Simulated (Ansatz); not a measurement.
# C4Ge: geometry at several levels

The task here is to estimate one member of a computed series from the others.

Program: Ansatz 0.2.0. Level of theory: the levels named in each step. These are calculated values, not measurements.

## The starting structure

Bond lengths: C1–C2 1.266 Å, C2–C3 1.307 Å, C3–C4 1.265 Å, C4–Ge5 1.806 Å. Angles: C1–C2–C3 180.0°, C2–C3–C4 180.0°, C3–C4–Ge5 180.0°.

Structure file:

```xyz
5

C     0.0000    0.0000   -2.6644
C     0.0000    0.0000   -1.3981
C     0.0000    0.0000   -0.0912
C     0.0000    0.0000    1.1737
Ge    0.0000    0.0000    2.9800
```

The first run:

input.yaml reads:

```yaml
crystal:
  periodic: [false, false, false]
  atoms:
    - { symbol: C, position_ang: [0.0, 0.0, -2.66436] }
    - { symbol: C, position_ang: [0.0, 0.0, -1.39807] }
    - { symbol: C, position_ang: [0.0, 0.0, -0.09117] }
    - { symbol: C, position_ang: [0.0, 0.0, 1.17365] }
    - { symbol: Ge, position_ang: [0.0, 0.0, 2.97996] }
basis:
  gaussian: { orbitals: def2-SVP }
hamiltonian:
  xc: pbe
  dispersion: d4
relax:
  f_tol: 0.03
  max_steps: 200
```

Run with:

```bash
ansatz run input.yaml --threads 2 --pin off --max-ram 5120MiB --backend cpu --events-out ev --progress --plain --runs-dir out
```

Among the steps run: A rough first relaxation, PBE-D4/def2-SVP; Relaxation, HF/STO-3G; Relaxation, HF/def2-SVP; Relaxation, LDA/def2-SVP; Relaxation, PBE-D4/def2-SVP; Relaxation, PBE0-D4/def2-TZVPP; Relaxation, MP2/def2-TZVPP.

One table of the session follows, with a row left open; its other results are not shown here.

| level | C1–C2 (Å) | C2–C3 (Å) | C3–C4 (Å) | rotational constants (MHz) | dipole (D) |
| --- | --- | --- | --- | --- | --- |
| HF/STO-3G | 1.2610 | 1.2930 | 1.2583 | 1144.7 | 4.48 |
| HF/def2-SVP | ? | ? | ? | ? | ? |
| LDA/def2-SVP | 1.2904 | 1.3071 | 1.2812 | 1004.5 | 6.41 |
| PBE-D4/def2-SVP | 1.2980 | 1.3146 | 1.2874 | 989.67 | 6.50 |
| PBE0-D4/def2-TZVPP | 1.2727 | 1.2995 | 1.2655 | 1020.1 | 7.27 |
| MP2/def2-TZVPP | 1.2891 | 1.3015 | 1.2810 | 1006.7 | 7.13 |

Q: Estimate the row for HF/def2-SVP from the others.

The run gave: C1–C2 (Å): 1.2589; C2–C3 (Å): 1.3087; C3–C4 (Å): 1.2588; rotational constants (MHz): 1028.2; dipole (D): 8.18. In the column «C1–C2 (Å)» it is the lowest.
